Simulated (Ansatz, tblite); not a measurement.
# The cluster Ni3H4: one state, many levels

How do method and basis change the picture of the cluster Ni3H4 (singlet)?

Program: Ansatz 0.2.0, Gaussian basis. Level of theory: as each input shows. These are calculated values, not measurements.

The runs, in order: GFN1-xTB, GFN2-xTB, PBE-D4/def2-TZVP, r2SCAN-D4/def2-TZVP, HSE06-D4/def2-TZVP, r2SCANh-D4/def2-TZVP, B2PLYP/def2-TZVP, revPBE-D4/def2-TZVP, B3LYP-D4/def2-TZVP, PBE-D4/def2-SVP, PBE0-D4/def2-SVP, HF/STO-3G, HF/6-31G, B3LYP-D4/6-31G, PBE0-D4/def2-TZVPD, PBE-D4/def2-TZVPD, r2SCAN-D4/def2-TZVPD.

3 further runs of the same task are left out: 3 that didn't finish.

## 1. The structure

The singlet was relaxed beforehand with r2SCAN-D4/def2-SVP. At that level it is the lowest of the isomers that a small search found.

7 atoms, charge 0, spin multiplicity 1.

Bond lengths: Ni1–Ni2 2.300 Å, Ni1–Ni3 2.148 Å, Ni1–H4 1.687 Å, Ni1–H5 1.666 Å, Ni1–H7 1.591 Å, Ni2–Ni3 2.300 Å, Ni2–H5 1.590 Å, Ni2–H6 1.630 Å, Ni2–H7 1.629 Å, Ni3–H4 1.687 Å, Ni3–H5 1.670 Å, Ni3–H6 1.591 Å. Angles: Ni2–Ni1–Ni3 62.2°, Ni2–Ni1–H4 112.6°, Ni2–Ni1–H5 43.7°, Ni2–Ni1–H7 45.1°, Ni3–Ni1–H4 50.5°, Ni3–Ni1–H5 50.0°, Ni3–Ni1–H7 102.6°, H4–Ni1–H5 87.3°, H4–Ni1–H7 147.9°, H5–Ni1–H7 84.8°, Ni1–Ni2–Ni3 55.7°, Ni1–Ni2–H5 46.4°, Ni1–Ni2–H6 95.3°, Ni1–Ni2–H7 43.8°, Ni3–Ni2–H5 46.6°, Ni3–Ni2–H6 43.7°, Ni3–Ni2–H7 95.3°, H5–Ni2–H6 86.2° and more.

No spin-orbit coupling is included.

PBE0-D4/def2-TZVP was run before; its log isn't repeated, and its numbers join the tables.

## 2. GFN1-xTB

Tight binding, by tblite at 300 K electronic temperature and without a spin-polarisation term:

```python
tblite.interface.Calculator('GFN1-xTB', numbers, positions, charge=0, uhf=0).singlepoint()
```

Energy -388.4340 eV, HOMO -10.58 eV, LUMO -10.10 eV; 0.006 s.

## 3. GFN2-xTB

Tight binding, by tblite at 300 K electronic temperature and without a spin-polarisation term:

```python
tblite.interface.Calculator('GFN2-xTB', numbers, positions, charge=0, uhf=0).singlepoint()
```

Energy -445.7140 eV, HOMO -9.92 eV, LUMO -9.83 eV; 0.004 s.

## 4. PBE-D4/def2-TZVP

start.molden holds the orbitals of an earlier run on this state, given as this run's starting guess.

Input file in.yaml:

```yaml
crystal:
  periodic: [false, false, false]
  atoms:
    - {symbol: Ni, position_ang: [0.083783, 0.275429, -1.213134]}
    - {symbol: Ni, position_ang: [1.080995, -0.580901, 0.673765]}
    - {symbol: Ni, position_ang: [-1.072416, 0.222980, 0.595816]}
    - {symbol: H, position_ang: [-1.508853, 0.762246, -0.941717]}
    - {symbol: H, position_ang: [-0.206921, -0.986182, -0.165015]}
    - {symbol: H, position_ang: [0.045654, 0.116003, 1.722136]}
    - {symbol: H, position_ang: [1.577758, 0.190436, -0.671851]}
basis:
  gaussian: {orbitals: def2-TZVP, initial_orbitals: start.molden}
hamiltonian: {xc: pbe, dispersion: d4}
scf: {omitted_lower_state_checks: [starts]}
output: {orbitals: {seedname: orbitals}}
```

Started as:

```console
$ ansatz run in.yaml --threads 2 --pin off --events-out ev --progress --plain --max-ram 4352MiB
```

The runs that follow: r2SCAN-D4/def2-TZVP; HSE06-D4/def2-TZVP; r2SCANh-D4/def2-TZVP; B2PLYP/def2-TZVP; revPBE-D4/def2-TZVP; B3LYP-D4/def2-TZVP; PBE-D4/def2-SVP; PBE0-D4/def2-SVP; HF/STO-3G; HF/6-31G; B3LYP-D4/6-31G; PBE0-D4/def2-TZVPD; PBE-D4/def2-TZVPD; r2SCAN-D4/def2-TZVPD.

Before running them: what should the planned runs give, taken together? Wanted: gap in def2-TZVP, named functionals, smallest and largest; binding an atom, functionals in def2-TZVP; PBE0 total energy, smallest basis above largest.

The runs gave:

| quantity | value |
| --- | --- |
| gap in def2-TZVP, named functionals, smallest and largest | 0.21 eV (PBE-D4), 2.27 eV (PBE0-D4) |
| binding an atom, functionals in def2-TZVP | 1.76 (PBE0-D4) to 2.32 eV (PBE-D4) |
| PBE0 total energy, smallest basis above largest | 18.67 eV (def2-SVP, def2-TZVPD) |

**Reading.** Over the named functionals in def2-TZVP the gap runs from 0.21 eV (PBE-D4) to 2.27 eV (PBE0-D4); exact exchange widens it.
